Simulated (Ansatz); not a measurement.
# NiPtF6: one geometry, two states

Aim: solve NiPtF6 (a strained cell with displaced atoms) from each of its saved states, at one geometry and mesh, and see which is lowest and how they differ.

All numbers below are computed with Ansatz 0.2.0 (DFT, r2SCAN, with U_eff = 2.74 eV on Ni d, plane waves, PAW).

## 1. Geometry

Cell: a = 4.845 Å, b = 4.868 Å, c = 5.364 Å, α = 60.74°, β = 117.25°, γ = 123.92°. Nearest neighbours (Å): Ni1: 6 F at 1.78 to 2.03; F2: 1 Ni at 1.81, 1 Pt at 1.97; F3: 1 Pt at 1.88, 1 Ni at 1.92; F4: 1 Pt at 1.94, 1 Ni at 2.03; F5: 1 Pt at 1.59, 1 Ni at 1.98; F6: 1 Pt at 1.83, 1 Ni at 2.03; F7: 1 Ni at 1.78, 1 Pt at 1.96; Pt8: 6 F at 1.59 to 1.97.

Structure file:

```cif
data_structure
_symmetry_space_group_name_H-M 'P 1'
_symmetry_Int_Tables_number 1
_cell_length_a 4.8455
_cell_length_b 4.8676
_cell_length_c 5.3640
_cell_angle_alpha 60.742
_cell_angle_beta 117.250
_cell_angle_gamma 123.920
_cell_volume 88.55
loop_
_atom_site_label
_atom_site_type_symbol
_atom_site_fract_x
_atom_site_fract_y
_atom_site_fract_z
_atom_site_occupancy
Ni1 Ni 0.50194 0.49189 0.48982 1
F1 F 0.22149 0.12022 0.72223 1
F2 F 0.87046 0.35746 0.74765 1
F3 F 0.59649 0.75140 0.74325 1
F4 F 0.80903 0.90352 0.23954 1
F5 F 0.09920 0.61782 0.25348 1
F6 F 0.39788 0.23374 0.28482 1
Pt1 Pt 0.99496 0.98991 0.01324 1
```

The states: A, Ni1 up (collinear spin); B, no atom with a moment over 0.3 μB (no spin polarisation). Each run reads its own saved solution as saved_state.

## 2. State A: the run

File input.yaml:

```yaml
crystal:
  lattice:
    - [4.842274, -0.17296, 0.03624]
    - [-2.570925, 4.132938, 0.053905]
    - [-2.437546, 1.512225, 4.532566]
  atoms:
    - { symbol: Ni, position: [0.501943, 0.491894, 0.489821] }
    - { symbol: F, position: [0.221489, 0.120225, 0.722226] }
    - { symbol: F, position: [0.870459, 0.357459, 0.747652] }
    - { symbol: F, position: [0.596492, 0.751402, 0.743252] }
    - { symbol: F, position: [0.809031, 0.903522, 0.239539] }
    - { symbol: F, position: [0.099202, 0.617818, 0.253482] }
    - { symbol: F, position: [0.397877, 0.233742, 0.284817] }
    - { symbol: Pt, position: [0.994963, 0.989915, 0.013245] }
kpoints:
  mp_grid: { grid: [5, 5, 4], shift: [0.0, 0.0, 0.0] }
magnetization:
  spin_polarized: true
scf:
  occupations: { method: fermi_dirac }
  lower_state_search: "off"
  max_iter: 200
hamiltonian:
  pseudopotentials: { kind: paw }
  xc: r2scan
  hubbard:
    projectors: all-electron-ortho-atomic
    sites: [{ species: Ni, l: d, u_eff: 2.74 }]
basis:
  ecutwfc: 500
  fft_grid_basis: typed
output:
  forces: true
  stress: true
  eigenvalues: true
  populations: true
  elf: true
  write_potential: true
  volumetric_format: npy
  dos:
    e_range: [-12, 8]
    de: 0.05
    projected: { site_lists: { F: [F], Ni: [Ni], Pt: [Pt] } }
checkpoint:
  read: saved_state
```

Log, shortened:

```text
Warning: RAYON_NUM_THREADS=1 ignored (pool sized by the plan → 1); use --threads N
Ni: projections on atomic orbitals take those of the free atom [Ne] 3s2 3p6 3d8 4s2, of charge +0.00 (hamiltonian.pseudopotentials.projection_atoms); the dataset's partial waves leave at most 1.6e-6 of an orbital's norm unspanned inside its sphere
F: projections on atomic orbitals take those of the free atom [He] 2s2 2p5, of charge +0.00 (hamiltonian.pseudopotentials.projection_atoms); the dataset's partial waves leave at most 1.6e-8 of an orbital's norm unspanned inside its sphere
Pt: projections on atomic orbitals take those of the free atom [Kr 4d10 4f14] 5s2 5p6 5d9 6s1, of charge +0.00 (hamiltonian.pseudopotentials.projection_atoms); the dataset's partial waves leave at most 9.1e-5 of an orbital's norm unspanned inside its sphere
band count auto-derived: 49 (N_el = 78.0; filled up to band 39; 47 by the electrons, moments and atoms)
[...]
Pseudopotentials: kind: paw
Pseudopotential: Ni, paw, valence charge 18, recommended cutoff 500 eV (meta_gga), Ni.paw.azcp
Pseudopotential: F, paw, valence charge 7, recommended cutoff 500 eV (meta_gga), F.paw.azcp
Pseudopotential: Pt, paw, valence charge 18, recommended cutoff 500 eV (meta_gga), Pt.paw.azcp
Functional definition: r2SCAN
[...]
Crystal: 8 atoms, lattice volume = 88.546 Å³
Basis set: ecut = 500 eV, 2251 PW (Γ), exchange–correlation on 144×144×160 points (64 copies of the dense FFT grid, shifted against one another)
[...]
SCF converged after 9 iterations
Magnetization: 2.0000 μB (40.0000 up, 38.0000 down)
Absolute magnetization: 2.0667 μB (∫|ρ↑−ρ↓|, with the PAW one-centre terms)
Spin contamination: 0.0058 ħ² per cell (⟨S²⟩ above its minimum at these occupations)
[...]
Free energy (F): -23233.977223 eV
[...]
E sigma→0 (E₀):  -23233.977219 eV
Entropy (-TS):   -0.000007 eV (-0.001 meV/atom)
Fermi energy:    8.100610 eV
[...]
--- Forces (eV/Å), atoms counted from 1 ---
  atom   1  Ni    -0.96069999     2.63509968     0.75694068
  atom   2  F     -0.28339631    -1.58195196     0.97786162
  atom   3  F     -0.35715836     1.89197120    -0.27540479
  atom   4  F     -0.07055944    -0.16985725     0.42653764
  atom   5  F    -15.49779705     0.17623024    12.14707253
  atom   6  F      1.53942353    -2.26514776     1.80032481
  atom   7  F      1.23134791    -1.74428654    -1.88044913
  atom   8  Pt    14.39877583     1.05805234   -13.95298798
[...]
--- Stress (GPa, compression-positive) ---
       49.010103      -3.915420     -27.464391
       -3.915103      20.903385      -6.635445
      -27.464612      -6.635610      38.086865
  P = ⅓ Tr σ = 36.0001 GPa (360.001 kbar)
--- Band table (eV; the first three rows and the last of 102) ---
[...]
Occupation matrices written to <dir>
--- Löwdin populations: 8 sites ---
  site symbol       q [e]    m [muB]
     0     Ni     16.5780     1.7311
     1      F      7.5814     0.0511
     2      F      7.5339     0.0350
     3      F      7.5110     0.0278
     4      F      7.4184     0.0291
     5      F      7.5136     0.0282
     6      F      7.5171     0.0499
     7     Pt     16.0203     0.0395
  spilling = 0.004182 (of n_electrons = 78.000000)
```

It took 3.1 min on 1 thread of an Arm CPU, shared host; peak memory 0.92 GiB.

## 3. What state A looks like

Counts of states in windows (eV from the Fermi level; tetrahedra), total and projected:

| from | to | total | up | down | F p | Ni d | Pt d |
| --- | --- | --- | --- | --- | --- | --- | --- |
| -10.0 | -9.0 | 6.22 | 3.24 | 2.99 | 4.01 | 0.26 | 1.73 |
| -9.0 | -8.0 | 2.49 | 1.39 | 1.10 | 1.74 | 0.21 | 0.39 |
| -8.0 | -7.0 | 5.68 | 3.26 | 2.42 | 4.33 | 0.53 | 0.65 |
| -7.0 | -6.0 | 5.25 | 2.48 | 2.77 | 4.21 | 0.77 | 0.19 |
| -6.0 | -5.0 | 8.10 | 3.88 | 4.22 | 7.08 | 0.69 | 0.24 |
| -5.0 | -4.0 | 6.35 | 2.83 | 3.51 | 5.69 | 0.49 | 0.11 |
| -4.0 | -3.0 | 4.69 | 4.13 | 0.56 | 1.69 | 2.67 | 0.27 |
| -3.0 | -2.0 | 4.86 | 1.44 | 3.42 | 1.61 | 2.20 | 0.98 |
| -2.0 | -1.0 | 4.35 | 2.33 | 2.02 | 1.81 | 0.27 | 2.19 |
| -1.0 | 0.0 | 0.00 | 0.00 | 0.00 | 0.00 | 0.00 | 0.00 |
| 0.0 | 1.0 | 0.00 | 0.00 | 0.00 | 0.00 | 0.00 | 0.00 |
| 1.0 | 2.0 | 2.00 | 1.00 | 1.00 | 0.69 | 0.11 | 1.06 |
| 2.0 | 3.0 | 0.98 | 0.01 | 0.97 | 0.18 | 0.41 | 0.30 |
| 3.0 | 4.0 | 2.43 | 0.99 | 1.44 | 0.59 | 0.99 | 0.66 |
| 4.0 | 5.0 | 0.59 | 0.00 | 0.59 | 0.17 | 0.24 | 0.15 |

On the mesh the valence top lies at -1.24 eV and the conduction bottom at 1.20 eV on this scale.

Gathered by element (positive charge: electrons given up): Löwdin charges also hold the electrons that the projection spills.

```
element  atoms  Löwdin charge (e)  sphere moment, size (μB)
     Ni      1              +1.42                      1.67
      F      6     -0.58 to -0.42              0.02 to 0.03
     Pt      1              +1.98                      0.02
```

Löwdin charges rest on a small set of atomic orbitals that misses 0.4 % of the electrons, so they need not add up to the cell's charge and can differ from Bader's even in sign.

Eigenvalues of the corrected shells' occupation matrices:

```csv
atom,shell,spin,eigenvalues
Ni1,d,up,0.98 0.99 1.00 1.00 1.00
Ni1,d,down,0.10 0.12 0.99 1.00 1.00
```

The main site moments: Ni1 up.

## 4. Run from state B

Edit input.yaml of step 2 so:

```diff
@@ -17,3 +17,3 @@
 magnetization:
-  spin_polarized: true
+  spin_polarized: false
 scf:
```

Log, shortened:

```text
Warning: RAYON_NUM_THREADS=1 ignored (pool sized by the plan → 1); use --threads N
Ni: projections on atomic orbitals take those of the free atom [Ne] 3s2 3p6 3d8 4s2, of charge +0.00 (hamiltonian.pseudopotentials.projection_atoms); the dataset's partial waves leave at most 1.6e-6 of an orbital's norm unspanned inside its sphere
F: projections on atomic orbitals take those of the free atom [He] 2s2 2p5, of charge +0.00 (hamiltonian.pseudopotentials.projection_atoms); the dataset's partial waves leave at most 1.6e-8 of an orbital's norm unspanned inside its sphere
Pt: projections on atomic orbitals take those of the free atom [Kr 4d10 4f14] 5s2 5p6 5d9 6s1, of charge +0.00 (hamiltonian.pseudopotentials.projection_atoms); the dataset's partial waves leave at most 9.1e-5 of an orbital's norm unspanned inside its sphere
[...]
[... 1 set-up line as earlier in the session ...]
[...]
  atom   1  Ni    -1.19093949     1.99175175     0.72948084
  atom   2  F      0.87023969    -0.69201229    -0.18574197
  atom   3  F      0.03601799     1.72852473     0.11904711
  atom   4  F     -0.03915589    -0.65614147    -0.11910518
  atom   5  F    -15.85008012    -0.36780959    12.46671134
  atom   6  F      1.23840421    -2.24769934     1.60233109
  atom   7  F      1.02040238    -0.93953474    -1.12324338
  atom   8  Pt    13.91587979     1.18343762   -13.48972391
[...]
--- Stress (GPa, compression-positive) ---
       49.450966      -7.265118     -18.801750
       -7.265379      16.972874      -4.522879
      -18.801684      -4.523078      37.223561
  P = ⅓ Tr σ = 34.5491 GPa (345.491 kbar)
--- Band table (eV; the first three rows and the last of 51) ---
[...]
Occupation matrices written to <dir>
--- Löwdin populations: 8 sites ---
  site symbol       q [e]
     0     Ni     16.7180
     1      F      7.5107
     2      F      7.5361
     3      F      7.4971
     4      F      7.3741
     5      F      7.5186
     6      F      7.4835
     7     Pt     16.0458
  spilling = 0.004052 (of n_electrons = 78.000000)
```

Wall time 2.3 min (1 thread of an Arm CPU, shared host); peak memory 0.78 GiB.

## 5. State B: levels and charges

States per cell by energy window, from dos.tsv and pdos.tsv (tetrahedra; eV from the Fermi level):

| from | to | total | F p | Ni d | Pt d |
| --- | --- | --- | --- | --- | --- |
| -9.0 | -8.0 | 2.17 | 1.63 | 0.09 | 0.26 |
| -8.0 | -7.0 | 5.95 | 4.70 | 0.34 | 0.75 |
| -7.0 | -6.0 | 5.57 | 4.66 | 0.62 | 0.19 |
| -6.0 | -5.0 | 7.35 | 6.51 | 0.52 | 0.24 |
| -5.0 | -4.0 | 7.11 | 6.71 | 0.25 | 0.10 |
| -4.0 | -3.0 | 2.12 | 0.60 | 1.42 | 0.09 |
| -3.0 | -2.0 | 4.38 | 1.03 | 2.32 | 0.99 |
| -2.0 | -1.0 | 5.50 | 1.86 | 1.26 | 2.26 |
| -1.0 | 0.0 | 2.00 | 0.43 | 1.32 | 0.18 |
| 0.0 | 1.0 | 2.00 | 0.37 | 1.39 | 0.16 |
| 1.0 | 2.0 | 1.60 | 0.58 | 0.12 | 0.79 |
| 2.0 | 3.0 | 0.40 | 0.16 | 0.04 | 0.18 |
| 3.0 | 4.0 | 2.00 | 0.71 | 0.06 | 1.02 |

On the mesh the valence top lies at -0.15 eV and the conduction bottom at 0.11 eV on this scale.

By element, from the tables in the log (a charge is positive for electrons lost): Löwdin charges also hold the electrons that the projection spills.

| element | atoms | Löwdin charge (e) |
| --- | --- | --- |
| Ni | 1 | +1.28 |
| F | 6 | -0.54 to -0.37 |
| Pt | 1 | +1.95 |

Löwdin charges rest on a small set of atomic orbitals that misses 0.4 % of the electrons, so they need not add up to the cell's charge and can differ from Bader's even in sign.

Eigenvalues of the corrected shells' occupation matrices:

| atom | shell | spin | eigenvalues |
| --- | --- | --- | --- |
| Ni1 | d | each | 0.27 0.90 0.99 1.00 1.00 |

## 6. Comparison

```
state  free energy (meV/atom)  largest site moment (μB)  size of the net moment (μB/cell)  gap (eV)  pressure (GPa)  largest force (eV/Å)  SCF cycles
    A                     0.0                      1.67                              2.00      2.44            36.0                 20.08           9
    B                   309.9                         –                                 –      0.26            34.5                 20.17          18
```

What this shows: State A lies lowest, 309.9 meV per atom under state B. The atoms are far from rest (forces to 20.2 eV/Å), so order and character hold for this geometry alone. At the same volume their pressures differ by 1.5 GPa, the state with the larger moments having the higher pressure, so it wants the larger volume. Not all runs allow spin: where it is off, the gap in energy is mostly the cost of forbidding moments, not two ends of one search.

Keep in mind: a band edge lies within two smearing widths of the Fermi level; atoms or cell far from equilibrium; gaps of Fe, Co and Ni magnets can come out low on these datasets; the gap is not wide against the smearing.
